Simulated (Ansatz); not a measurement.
# C₃H₆OSe: a ladder of functionals and wavefunction methods

The task here is to estimate one member of a computed series from the others.

Program: Ansatz 0.2.0, Gaussian basis. Level of theory: functionals in def2-TZVPP, the program's frozen cores in correlated methods. These are calculated values, not measurements.

Levels to be run: LDA (SPW92), PBE-D4, revPBE-D4, BLYP-D4, r2SCAN-D4, B97M-V, PBE0-D4, B3LYP-D4, r2SCANh-D4, r2SCAN0-D4, HSE06-D4, BHLYP-D4, CAM-B3LYP-D4, LC-ωPBE, ωB97X-V, ωB97M-V, B2PLYP, PBE-QIDH; CCSD(T)/def2-SVP; CCSD(T)/def2-TZVPP; MP2/def2-QZVPP; extrapolation to the limit; RPA on PBE.

## The relaxed structure

An earlier PBE0-D4 in a triple-zeta def2 set relaxation fixed the geometry.

SMILES `C=C([SeH])CO`, 11 atoms, charge 0, spin multiplicity 1.

Atoms are counted from 1 here; the program's logs count them from 0.

Bond lengths: C1–C2 1.325 Å, C1–H6 1.083 Å, C1–H7 1.083 Å, C2–Se3 1.910 Å, C2–C4 1.494 Å, Se3–H8 1.471 Å, C4–O5 1.406 Å, C4–H9 1.099 Å, C4–H10 1.101 Å, O5–H11 0.959 Å. Angles: C2–C1–H6 121.8°, C2–C1–H7 119.7°, H6–C1–H7 118.5°, C1–C2–Se3 120.3°, C1–C2–C4 124.4°, Se3–C2–C4 115.1°, C2–Se3–H8 95.4°, C2–C4–O5 110.1°, C2–C4–H9 108.3°, C2–C4–H10 108.5°, O5–C4–H9 111.7°, O5–C4–H10 111.2°, H9–C4–H10 106.8°, C4–O5–H11 108.4°.

The first run:

in.yaml

```yaml
crystal:
  periodic: [false, false, false]
  atoms:
    - {symbol: C, position_ang: [1.419794, 0.593800, 0.579437]}
    - {symbol: C, position_ang: [0.346961, -0.176842, 0.479771]}
    - {symbol: Se, position_ang: [0.029376, -1.556630, 1.761476]}
    - {symbol: C, position_ang: [-0.624127, -0.128863, -0.654850]}
    - {symbol: O, position_ang: [-0.303358, 0.930651, -1.522297]}
    - {symbol: H, position_ang: [2.090239, 0.530553, 1.427162]}
    - {symbol: H, position_ang: [1.642232, 1.308145, -0.204171]}
    - {symbol: H, position_ang: [-1.420190, -1.324508, 1.857380]}
    - {symbol: H, position_ang: [-0.599484, -1.098665, -1.171627]}
    - {symbol: H, position_ang: [-1.638836, -0.012728, -0.242553]}
    - {symbol: H, position_ang: [-0.877307, 0.877988, -2.289129]}
basis:
  gaussian: {orbitals: def2-TZVPP}
hamiltonian: {xc: lda}
output: {orbitals: {seedname: orbitals}}
```

Steps of the session up to this table: LDA; PBE-D4 (GGA); revPBE-D4 (GGA); BLYP-D4 (GGA); r2SCAN-D4 (meta-GGA); B97M-V (meta-GGA); PBE0-D4 (hybrid); B3LYP-D4 (hybrid); r2SCANh-D4 (hybrid); r2SCAN0-D4 (hybrid); HSE06-D4 (hybrid); BHLYP-D4 (hybrid); CAM-B3LYP-D4 (range-separated); LC-ωPBE (range-separated); ωB97X-V (range-separated); ωB97M-V (range-separated); B2PLYP (double hybrid); PBE-QIDH (double hybrid).

One table of the session follows, with a row left open; its other results are not shown here.

It belongs to the step «Frontier levels by functional». 

| functional | HOMO (eV) | gap (eV) |
| --- | --- | --- |
| LDA (SPW92) | -5.57 | 4.26 |
| PBE-D4 | -5.41 | 4.29 |
| revPBE-D4 | ? | ? |
| BLYP-D4 | -5.25 | 4.24 |
| r2SCAN-D4 | -5.64 | 4.74 |
| B97M-V | -5.69 | 4.81 |
| PBE0-D4 | -6.51 | 6.33 |
| B3LYP-D4 | -6.29 | 5.86 |
| r2SCANh-D4 | -6.05 | 5.49 |
| r2SCAN0-D4 | -6.66 | 6.62 |
| HSE06-D4 | -6.11 | 5.55 |
| BHLYP-D4 | -7.45 | 8.24 |
| CAM-B3LYP-D4 | -7.79 | 8.67 |
| LC-ωPBE | -9.14 | 11.21 |
| ωB97X-V | -8.78 | 10.73 |
| ωB97M-V | -8.66 | 10.41 |

**Question.** Estimate the row for revPBE-D4.

The run gave: HOMO (eV): -5.35; gap (eV): 4.31. In the column «HOMO (eV)» it lies between PBE-D4 (-5.41) and BLYP-D4 (-5.25).
